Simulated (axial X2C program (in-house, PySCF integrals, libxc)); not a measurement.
# KLi⁻: EOM-EA-CCSD levels

Aim: EOM-EA-CCSD levels of KLi⁻, with spin–orbit coupling in the Hamiltonian from the start.

The runs use an in-house X2C program for linear molecules on PySCF integrals; two-component X2C with atomic mean-field terms, K dyall-acv3z, Li dyall-acv3z.

All values are calculated.

## 1. Input

The input, task.json:

```json
{
 "zs": [
  19,
  3
 ],
 "q": -1,
 "bas": [
  "dyall-acv3z",
  "dyall-acv3z"
 ],
 "r0": 3.29,
 "eom": "ea",
 "thr": -2.0,
 "nmax": 92,
 "grid": [
  1,
  0.96,
  1.045,
  0.92,
  1.09,
  1.15
 ],
 "rq": 0
}
```

Keys: zs atomic numbers; q charge; bas basis sets; r0 starting distance in Å; eom kind of EOM run; thr threshold in hartree for freezing inner shells (an s shell follows its p shell); nmax most natural virtual spinors; grid distances as factors.

Launch:

```bash
python soeom.py task.json out
```

After this run come: EOM-EA-CCSD at 3.377 Å.

**Question.** What will these runs give? Wanted: next root led by one particle; T1 of the reference.

**Answer**, as computed:

```
                     quantity                            value
       lowest root at 3.377 Å                Ω = 1/2, 0.362 eV
next root led by one particle  Ω = 1/2, about 3530 cm⁻¹ higher
          T1 of the reference                            0.013
```

What this shows: The added electron is bound by 0.36 eV in a spinor of 47% K pσ, 23% K sσ, 22% Li pσ. Errors of 0.1 to 0.3 eV are usual at this size, and roots led by higher excitations are left out, so the list is incomplete, and low states of that kind can be missing.
